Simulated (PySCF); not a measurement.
**A diatomic session: TlB−**

An exercise on one series of results from a longer session: the logs are not shown, and one member is left open.

Method: Tl aug-cc-pVDZ-PP with ECP60, B aug-cc-pVDZ, scalar-relativistic core potentials; program: PySCF 2.14.0.

4 further runs of the same task are left out: 4 set aside as unsound or not needed.

The first run:

A driver script around PySCF takes these settings:

```json
{
  "atoms": "Tl, B",
  "charge": "-1",
  "basis": "Tl aug-cc-pVDZ-PP with ECP60, B aug-cc-pVDZ",
  "Hamiltonian": "scalar-relativistic core potentials",
  "basis functions": "55",
  "electrons treated": "27",
  "masses in u": "204.9744, 11.0093",
  "levels": "PBE0, PBE, r²SCAN, M06-L, PW91, M06-2X, CAM-B3LYP, MP2, SCS-MP2, CCSD, CCSD(T)",
  "grid": "80 radial by 434 angular points",
  "occupations": "held fixed by the projection of orbital angular momentum",
  "dissociation limit": "Tl− + B, each in its ground configuration",
  "starting distance in angstrom": "2.345",
  "values of 2S to try": "1, 3"
}
```

Started as:

```sh
OMP_NUM_THREADS=1 python dia.py task.json out
```

Steps of the session up to this table: Set-up; PBE0 along the bond; PBE (GGA); r²SCAN; M06-L; PW91; M06-2X; CAM-B3LYP; MP2 and coupled cluster.

One of the session's tables, all rows but one given; the rest of the session is left out.

It belongs to the step «The curves together». Energy (eV) from each level's lowest point:

```
R (Å)  UHF-MP2  UHF-SCS-MP2  UHF-CCSD  UHF-CCSD(T)    PBE
1.990    0.599        0.606       n/a          n/a  0.584
2.083    0.268        0.271     0.282        0.288  0.271
2.175    0.084        0.084     0.096        0.100  0.094
2.245    0.018        0.017     0.026        0.028  0.026
2.314    0.000        0.000     0.000        0.000  0.000
2.383    0.019        0.022     0.008        0.005  0.005
2.476    0.089        0.096     0.057        0.051  0.047
2.592        ?            ?         ?            ?      ?
2.731    0.443        0.455     0.318        0.301  0.281
2.916    0.820        0.789       n/a          n/a  0.495
```

Q: Estimate the row for R (Å) = 2.592 from the others.

Worked estimate for «UHF-MP2». A straight line through the neighbours (2.476, 0.089) and (2.731, 0.443) gives 0.089 + (0.443 − 0.089) × (2.592 − 2.476) / (2.731 − 2.476) = 0.250; a parabola fitted to 4 rows on both sides gives 0.226.

As computed: UHF-MP2: 0.226; UHF-SCS-MP2: 0.238; UHF-CCSD: 0.159; UHF-CCSD(T): 0.149; PBE: 0.139. In «UHF-MP2» the line misses by +0.024 and the parabola by 0.000.
